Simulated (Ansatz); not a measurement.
# C₂H₇FGaN: one species, many methods

Aim: compute C₂H₇FGaN with functionals from several rungs and with coupled cluster. The yardstick is the atomisation energy at the CCSD(T) limit.

Computed with Ansatz 0.2.0, Gaussian basis. Level: functionals in def2-TZVPP, the program's frozen cores in correlated methods.

Levels to be run: PBE-D4, r2SCAN-D4, PBE0-D4, B3LYP-D4, ωB97X-V, ωB97M-V, B2PLYP; CCSD(T)/def2-TZVPP; MP2/def2-QZVPP; extrapolation to the limit.

## (1) The relaxed structure

The geometry comes from an earlier relaxation with PBE0-D4 in a triple-zeta def2 set; it is a stationary point, not always the lowest conformer.

SMILES `C[CH](F)[GaH][NH2]`, 12 atoms, charge 0, spin multiplicity 1.

Atoms are counted from 1 here; the program's logs count them from 0.

Bond lengths: C1–C2 1.511 Å, C1–H6 1.094 Å, C1–H7 1.093 Å, C1–H8 1.094 Å, C2–F3 1.406 Å, C2–Ga4 1.998 Å, C2–H9 1.097 Å, Ga4–N5 1.809 Å, Ga4–H10 1.563 Å, N5–H11 1.005 Å, N5–H12 1.006 Å. Angles: C2–C1–H6 110.9°, C2–C1–H7 111.7°, C2–C1–H8 109.9°, H6–C1–H7 108.0°, H6–C1–H8 108.1°, H7–C1–H8 108.0°, C1–C2–F3 108.6°, C1–C2–Ga4 114.9°, C1–C2–H9 109.2°, F3–C2–Ga4 107.9°, F3–C2–H9 105.9°, Ga4–C2–H9 110.0°, C2–Ga4–N5 114.3°, C2–Ga4–H10 126.5°, N5–Ga4–H10 119.1°, Ga4–N5–H11 125.5°, Ga4–N5–H12 122.0°, H11–N5–H12 112.5°.

## (2) PBE-D4 (GGA)

The input, in.yaml:

```yaml
crystal:
  periodic: [false, false, false]
  atoms:
    - {symbol: C, position_ang: [-1.046347, 0.052362, 1.540991]}
    - {symbol: C, position_ang: [0.293853, -0.148193, 0.872799]}
    - {symbol: F, position_ang: [0.506596, -1.527206, 0.696566]}
    - {symbol: Ga, position_ang: [0.485016, 0.734779, -0.908908]}
    - {symbol: N, position_ang: [0.777192, -0.408832, -2.279877]}
    - {symbol: H, position_ang: [-1.090890, -0.481697, 2.494817]}
    - {symbol: H, position_ang: [-1.867504, -0.304629, 0.914824]}
    - {symbol: H, position_ang: [-1.208971, 1.115700, 1.739017]}
    - {symbol: H, position_ang: [1.087346, 0.194737, 1.547785]}
    - {symbol: H, position_ang: [0.388650, 2.267032, -1.203228]}
    - {symbol: H, position_ang: [0.894061, -0.147870, -3.243306]}
    - {symbol: H, position_ang: [0.858199, -1.401583, -2.137581]}
basis:
  gaussian: {orbitals: def2-TZVPP}
hamiltonian: {xc: pbe, dispersion: d4}
output: {forces: true, orbitals: {seedname: orbitals}}
```

The run is started by

```console
$ ansatz run in.yaml --threads 4 --pin off --events-out ev --progress --plain --max-ram 10444MiB
```

After this run come: r2SCAN-D4 (meta-GGA); PBE0-D4 (hybrid); B3LYP-D4 (hybrid); ωB97X-V (range-separated); ωB97M-V (range-separated); B2PLYP (double hybrid); CCSD(T) in def2-TZVPP; MP2 in def2-QZVPP.

Before running them: what should the planned runs give, taken together? Wanted: atomisation energy, CCSD(T)/CBS; farthest; mean size of error, hybrid; mean size of error, range-separated; gap, smallest and largest; T1 diagnostic; triples share of the correlation energy.

As calculated:

```
                                quantity                                           value
         atomisation energy, CCSD(T)/CBS                                  997.9 kcal/mol
functionals within 10.0 kcal/mol (1.0 %)  r2SCAN-D4, PBE0-D4, B3LYP-D4, ωB97X-V, ωB97M-V
                                farthest                         PBE-D4 (+16.4 kcal/mol)
              mean size of error, hybrid                                    3.5 kcal/mol
     mean size of error, range-separated                                    1.4 kcal/mol
               gap, smallest and largest            4.66 eV (PBE-D4), 11.09 eV (ωB97X-V)
                           T1 diagnostic                                          0.0131
 triples share of the correlation energy                                           3.6 %
```

**Reading.** PBE-D4 is off by +16.4 kcal/mol. Double hybrids carry the basis error of their MP2 part in triple zeta, and no dispersion term here, so their miss is partly the set-up's. Misses under about 10.0 kcal/mol are within the doubt on the reference itself, which lacks core-valence correlation, relativity and higher excitations, and its outer-core shells are covered unevenly. Hartree-Fock recovers 71 % of the binding; the rest is correlation. Orbital gaps span 4.7 to 11.1 eV; exact exchange widens them. Correlated methods include outer-core shells of Ga, which these sets cover unevenly.
